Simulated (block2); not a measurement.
# CuF (fluorocopper) at DMRG/STO-6G

Aim: the energy change on altering one bond length of CuF (fluorocopper) at DMRG/STO-6G, from 2 runs. 

The results are computed with block2 0.5.4.

4 further runs of the same task are left out: 2 that didn't finish, 2 set aside as unsound or not needed.

**1. The molecule**

CuF: 2 atoms, total charge 0, spin state singlet. As SMILES, `[F][Cu]`. Geometry: a GFN2-xTB relaxation, a rough one for these elements and not checked as a minimum.

Bond lengths: F1–Cu2 1.716 Å.

**2. The energy at DMRG/STO-6G**

Contents of integrals.py:

```python
from pyscf import ao2mo, cc, dft, gto, mcscf, mp, scf
from pyscf.tools import fcidump

geom = """
F      1.38031265    -0.49429566     0.69305706
Cu    -1.38031265     0.49429566    -0.69305706
"""
mol = gto.M(
    atom=geom,
    basis="sto-6g",
    unit="bohr",
    charge=0,
    verbose=3,
    max_memory=2000,
)
print("basis functions = %d" % (mol.nao))
mf = scf.RHF(mol)
mf.conv_tol = 1e-10
mf.max_cycle = 200
mf.kernel()
if not mf.converged:
    mf = mf.newton().run(mf.mo_coeff, mf.mo_occ)
print("reference energy = %.10f" % (mf.e_tot))
# single-reference ladder for comparison
ref = mf
pt = mp.MP2(ref, frozen=6).run()
mycc = cc.CCSD(ref, frozen=6)
mycc.max_cycle = 150
mycc.kernel()
print("E(MP2) = %.10f" % (pt.e_tot))
if mycc.converged:
    print(f"CCSD total energy = {mycc.e_tot:.10f}")
    print(f"E(CCSD(T)) = {mycc.e_tot + mycc.ccsd_t():.10f}")
    print("T1 = %.4f" % (mycc.get_t1_diagnostic()))
# a few density functionals on the same geometry and basis
ks = dft.RKS(mol, xc="tpssh").set(conv_tol=1e-9, verbose=3).run()
if ks.converged:
    print("E(TPSSh) = %.8f" % (ks.e_tot))
ks = dft.RKS(mol, xc="m06l").set(conv_tol=1e-9, verbose=3).run()
if ks.converged:
    print(f"E(M06-L) = {ks.e_tot:.8f}")
ks = dft.RKS(mol, xc="m062x").set(conv_tol=1e-9, verbose=3).run()
if ks.converged:
    print("E(M06-2X) = %.8f" % (ks.e_tot))
ks = dft.RKS(mol, xc="camb3lyp").set(conv_tol=1e-9, verbose=3).run()
if ks.converged:
    print(f"E(CAM-B3LYP) = {ks.e_tot:.8f}")
ks = dft.RKS(mol, xc="lda,vwn5").set(conv_tol=1e-9, verbose=3).run()
if ks.converged:
    print(f"E(SVWN5) = {ks.e_tot:.8f}")
# rotate to MP2 natural orbitals
occ_no, mo = mcscf.addons.make_natural_orbitals(mp.MP2(mf, frozen=6).run())
mf.mo_coeff = mo
# write the integrals of the correlated orbitals
cas = mcscf.CASCI(mf, 17, 26)
h1, ecore = cas.get_h1eff()
fcidump.from_integrals("FCIDUMP", h1, cas.get_h2eff(), 17, 26, nuc=ecore, ms=0)
```

Contents of block.conf:

```
sym c1
orbitals FCIDUMP
nelec 26
spin 0
irrep 1
occ 2 2 2 2 2 2 2 2 2 2 2 2 2 0 0 0 0
cbias 0.3
schedule
0 225 1E-08 1E-04
4 300 1E-08 1E-05
8 300 1E-09 0.0
end
maxiter 14
sweep_tol 1E-06
fiedler
mem 1g
num_thrds 1
prefix ./tmp
outputlevel 1
```

Launch:

```bash
$ python integrals.py && block2main block.conf
```

The log of the run:

```text
$ python integrals.py
basis functions = 23
converged SCF energy = -1729.3584754774
reference energy = -1729.3584754774
E(RMP2) = -1729.44740352122  E_corr = -0.0889280438184357
E(SCS-RMP2) = -1729.45007384895  E_corr = -0.0915983715483327
E(CCSD) = -1729.535663382977  E_corr = -0.1771879055754735
E(MP2) = -1729.4474035212
CCSD total energy = -1729.5356633830
CCSD(T) correction = -0.0231549290953818
E(CCSD(T)) = -1729.5588183121
T1 = 0.0238
SCF not converged.
SCF energy = -1726.50001635432
SCF not converged.
SCF energy = -1718.34660484117
SCF not converged.
SCF energy = -1718.58887644075
SCF not converged.
SCF energy = -1722.83653949241
SCF not converged.
SCF energy = -1711.55741066761
E(RMP2) = -1729.44740352122  E_corr = -0.0889280438184357
E(SCS-RMP2) = -1729.45007384895  E_corr = -0.0915983715483327

$ block2main block.conf

********************************** INPUT START **********************************
sym                                                             c1
orbitals                                                   FCIDUMP
nelec                                                           26
spin                                                             0
irrep                                                            1
occ                              2 2 2 2 2 2 2 2 2 2 2 2 2 0 0 0 0
cbias                                                          0.3
maxiter                                                         14
sweep_tol                                                    1E-06
fiedler
mem                                                             1g
num_thrds                                                        1
prefix                                                       ./tmp
outputlevel                                                      1
schedule                  Sweep   0-   3 : Mmps =   225 Noise =    0.0001 DavTol =     1e-08
                          Sweep   4-   7 : Mmps =   300 Noise =     1e-05 DavTol =     1e-08
                          Sweep   8-  13 : Mmps =   300 Noise =         0 DavTol =     1e-09
********************************** INPUT END   **********************************

SPIN ADAPTED - REAL DOMAIN - DOUBLE PREC
qc mpo type =  QCTypes.Conventional
 UseMainStack = 0 MinDiskUsage = 1 MinMemUsage = 0 IBuf = 0 OBuf = 0
 FPCompression: prec = 1.00e-16 chunk = 1024
 IMain = 0 B / 66.8 MB DMain = 0 B / 343 MB ISeco = 0 B / 28.6 MB DSeco = 0 B / 515 MB
 OpenMP = 1 TBB = 0 BLIS = 0 MKL = NONE  SeqType = Tasked AlignType = None MKLIntLen = 4
 THREADING = 2 layers : Global | Operator BatchedGEMM
 NUMBER : Global = 1 Operator = 1 Quanta = 0 MKL = 1
 COMPLEX = 1 SINGLE-PREC = 1 KSYMM = 0
using fiedler reorder =  [11 10 13 14  2  9 12 15  1  8  0  6  7  4  5 16  3]
read integral finished 0.018853646935895085
integral sym error =            0
MinMPOMemUsage =  False
MPS =  CCRRRRRRRRRRRRRRR 0 2 < N=26 S=0 PG=0 >
GS INIT MPS BOND DIMS =       1     3    10    35   126   230   235   233   234   234   217   222   201   126    35    10     3     1
pre-mpo memory usage =  156 MB
build mpo start ...
build mpo finished ... Tread = 0.000 Twrite = 0.000 T = 0.027
simpl mpo start ...
simpl mpo finished ... Tread = 0.000 Twrite = 0.000 T = 0.094
GS MPO BOND DIMS =      22    29    40    55    74    97   124   155   155   124    97    74    55    40    29    21     1
build 1pdm mpo 0.17546140984632075
build identity mpo 0.17698209593072534
memory usage =  192 MB
para mpo finished 0.17768123280256987
env init finished 1.6245737939607352

Sweep =    0 | Direction =  forward | Bond dimension =  225 | Noise =  1.00e-04 | Dav threshold =  1.00e-08
Time elapsed =     54.390 | E =   -1729.5495142840 | DW = 7.59637e-09

Sweep =    1 | Direction = backward | Bond dimension =  225 | Noise =  1.00e-04 | Dav threshold =  1.00e-08
Time elapsed =    184.526 | E =   -1729.5571126737 | DE = -7.60e-03 | DW = 9.56503e-07

Sweep =    2 | Direction =  forward | Bond dimension =  225 | Noise =  1.00e-04 | Dav threshold =  1.00e-08
Time elapsed =    301.761 | E =   -1729.5574013440 | DE = -2.89e-04 | DW = 1.85065e-06

Sweep =    3 | Direction = backward | Bond dimension =  225 | Noise =  1.00e-04 | Dav threshold =  1.00e-08
Time elapsed =    350.167 | E =   -1729.5574327640 | DE = -3.14e-05 | DW = 2.52096e-06

Sweep =    4 | Direction =  forward | Bond dimension =  300 | Noise =  1.00e-05 | Dav threshold =  1.00e-08
Time elapsed =    403.489 | E =   -1729.5574439870 | DE = -1.12e-05 | DW = 4.37741e-07

Sweep =    5 | Direction = backward | Bond dimension =  300 | Noise =  1.00e-05 | Dav threshold =  1.00e-08
Time elapsed =    441.561 | E =   -1729.5574469808 | DE = -2.99e-06 | DW = 5.63038e-07

Sweep =    6 | Direction =  forward | Bond dimension =  300 | Noise =  1.00e-05 | Dav threshold =  1.00e-08
Time elapsed =    480.010 | E =   -1729.5574471126 | DE = -1.32e-07 | DW = 5.11555e-07

Sweep =    7 | Direction = backward | Bond dimension =  300 | Noise =  1.00e-05 | Dav threshold =  1.00e-08
Time elapsed =    511.558 | E =   -1729.5574476625 | DE = -5.50e-07 | DW = 5.66232e-07

Sweep =    8 | Direction =  forward | Bond dimension =  300 | Noise =  0.00e+00 | Dav threshold =  1.00e-09
Time elapsed =    560.560 | E =   -1729.5574477094 | DE = -4.69e-08 | DW = 4.41864e-07

Final canonical form =  LLLLLLLLLLLLLLLLC 15
DMRG Energy = -1729.557447709366443
```

Wall time 9.9 min (1 thread of Arm Neoverse V2, shared host); peak memory 0.5 GiB.

**3. The distorted shape: the energy at DMRG/STO-6G**

Contents of integrals.py:

```python
from pyscf import ao2mo, cc, dft, gto, mcscf, mp, scf
from pyscf.tools import fcidump

geom = """
F      2.76061775    -0.98858944     1.38611033
Cu    -1.38031265     0.49429566    -0.69305706
"""
mol = gto.M(
    atom=geom,
    basis="sto-6g",
    unit="bohr",
    charge=0,
    verbose=3,
    max_memory=2000,
)
print("basis functions                = %d" % (mol.nao))
mf = scf.RHF(mol)
mf.conv_tol = 1e-10
mf.max_cycle = 200
mf.kernel()
if not mf.converged:
    mf = mf.newton().run(mf.mo_coeff, mf.mo_occ)
print("E(SCF)                         = %.10f" % (mf.e_tot))
ref = mf
pt = mp.MP2(ref, frozen=6).run()
mycc = cc.CCSD(ref, frozen=6)
mycc.max_cycle = 150
mycc.kernel()
print("E(MP2)                         = %.10f" % (pt.e_tot))
if mycc.converged:
    print(f"E(CCSD)                        = {mycc.e_tot:.10f}")
    print(f"CCSD(T) total energy           = {mycc.e_tot + mycc.ccsd_t():.10f}")
    print(f"T1                             = {mycc.get_t1_diagnostic():.4f}")
ks = dft.RKS(mol, xc="tpssh").set(conv_tol=1e-9, verbose=3).run()
if ks.converged:
    print(f"E(TPSSh)                       = {ks.e_tot:.8f}")
ks = dft.RKS(mol, xc="m06l").set(conv_tol=1e-9, verbose=3).run()
if ks.converged:
    print(f"E(M06-L)                       = {ks.e_tot:.8f}")
ks = dft.RKS(mol, xc="m062x").set(conv_tol=1e-9, verbose=3).run()
if ks.converged:
    print(f"E(M06-2X)                      = {ks.e_tot:.8f}")
ks = dft.RKS(mol, xc="camb3lyp").set(conv_tol=1e-9, verbose=3).run()
if ks.converged:
    print("E(CAM-B3LYP)                   = %.8f" % (ks.e_tot))
ks = dft.RKS(mol, xc="lda,vwn5").set(conv_tol=1e-9, verbose=3).run()
if ks.converged:
    print("E(SVWN5)                       = %.8f" % (ks.e_tot))
occ_no, mo = mcscf.addons.make_natural_orbitals(cc.CCSD(mf, frozen=6).run())
mf.mo_coeff = mo
cas = mcscf.CASCI(mf, 17, 26)
h1, ecore = cas.get_h1eff()
fcidump.from_integrals("FCIDUMP", h1, cas.get_h2eff(), 17, 26, nuc=ecore, ms=0)
```

Contents of block.conf:

```
sym c1
orbitals FCIDUMP
nelec 26
spin 0
irrep 1
occ 2 2 2 2 2 2 2 2 2 2 2 2 2 0 0 0 0
cbias 0.2
schedule
0 112 1E-07 1E-04
2 150 1E-07 1E-05
6 150 1E-08 0.0
end
maxiter 12
sweep_tol 1E-07
noreorder
mem 1g
num_thrds 1
prefix ./tmp
outputlevel 1
```

Launch:

```bash
$ python integrals.py && block2main block.conf
```

The log of the run:

```text
$ python integrals.py
basis functions                = 23
converged SCF energy = -1729.21785847248
E(SCF)                         = -1729.2178584725
E(RMP2) = -1729.30932484706  E_corr = -0.0914663745848918
E(SCS-RMP2) = -1729.32330502929  E_corr = -0.105446556809275
E(CCSD) = -1729.434378847736  E_corr = -0.2165203752583962
E(MP2)                         = -1729.3093248471
E(CCSD)                        = -1729.4343788477
CCSD(T) correction = -0.0106631555415222
CCSD(T) total energy           = -1729.4450420033
T1                             = 0.0244
SCF not converged.
SCF energy = -1719.36444885294
SCF not converged.
SCF energy = -1717.50737308493
SCF not converged.
SCF energy = -1717.46400849296
SCF not converged.
SCF energy = -1717.22838777629
SCF not converged.
SCF energy = -1710.68449395984
CCSD not converged
E(CCSD) = -1729.434043883419  E_corr = -0.2161854109407658

$ block2main block.conf

[... 30 lines left out ...]
integral sym error =            0
[... 21 lines left out ...]
Sweep =    2 | Direction =  forward | Bond dimension =  150 | Noise =  1.00e-05 | Dav threshold =  1.00e-07
Time elapsed =     53.330 | E =   -1729.4762071940 | DE = -1.42e-03 | DW = 4.34562e-06

Sweep =    3 | Direction = backward | Bond dimension =  150 | Noise =  1.00e-05 | Dav threshold =  1.00e-07
Time elapsed =     59.693 | E =   -1729.4763090384 | DE = -1.02e-04 | DW = 5.24860e-06

Sweep =    4 | Direction =  forward | Bond dimension =  150 | Noise =  1.00e-05 | Dav threshold =  1.00e-07
Time elapsed =     65.423 | E =   -1729.4766980368 | DE = -3.89e-04 | DW = 4.37691e-06

Sweep =    5 | Direction = backward | Bond dimension =  150 | Noise =  1.00e-05 | Dav threshold =  1.00e-07
Time elapsed =     70.358 | E =   -1729.4767582470 | DE = -6.02e-05 | DW = 5.14346e-06

Sweep =    6 | Direction =  forward | Bond dimension =  150 | Noise =  0.00e+00 | Dav threshold =  1.00e-08
Time elapsed =     80.110 | E =   -1729.4767646592 | DE = -6.41e-06 | DW = 3.09916e-06

Sweep =    7 | Direction = backward | Bond dimension =  150 | Noise =  0.00e+00 | Dav threshold =  1.00e-08
Time elapsed =     85.607 | E =   -1729.4767685652 | DE = -3.91e-06 | DW = 2.99582e-06

Sweep =    8 | Direction =  forward | Bond dimension =  150 | Noise =  0.00e+00 | Dav threshold =  1.00e-08
Time elapsed =     90.936 | E =   -1729.4767688963 | DE = -3.31e-07 | DW = 2.77946e-06

Sweep =    9 | Direction = backward | Bond dimension =  150 | Noise =  0.00e+00 | Dav threshold =  1.00e-08
Time elapsed =     96.308 | E =   -1729.4767701155 | DE = -1.22e-06 | DW = 2.76802e-06

Sweep =   10 | Direction =  forward | Bond dimension =  150 | Noise =  0.00e+00 | Dav threshold =  1.00e-08
Time elapsed =    101.447 | E =   -1729.4767700728 | DE = 4.26e-08 | DW = 2.85717e-06

Final canonical form =  LLLLLLLLLLLLLLLLC 15
DMRG Energy = -1729.476770072846648
```

Wall time 2.2 min (1 thread of Arm Neoverse V2, shared host); peak memory 0.27 GiB.

**4. Outcome**

Level: DMRG/STO-6G, 6 core orbitals frozen.

```
                                                          quantity           value
                                  run 1, DMRG/STO-6G: total energy  -1729.55745 Eh
                run 1, DMRG/STO-6G: T1 diagnostic of the CCSD step           0.024
                                     distorted shape: total energy  -1729.47677 Eh
                   distorted shape: T1 diagnostic of the CCSD step           0.024
energy change with the F1–Cu2 bond stretched from 1.716 to 2.574 Å        2.195 eV
```

**Reading.** With the F1–Cu2 bond stretched from 1.716 to 2.574 Å the energy rises by 2.20 eV (212 kJ/mol). The first shape isn't relaxed at this level, so the change isn't measured from a minimum. The minimal basis adds a large error of its own.
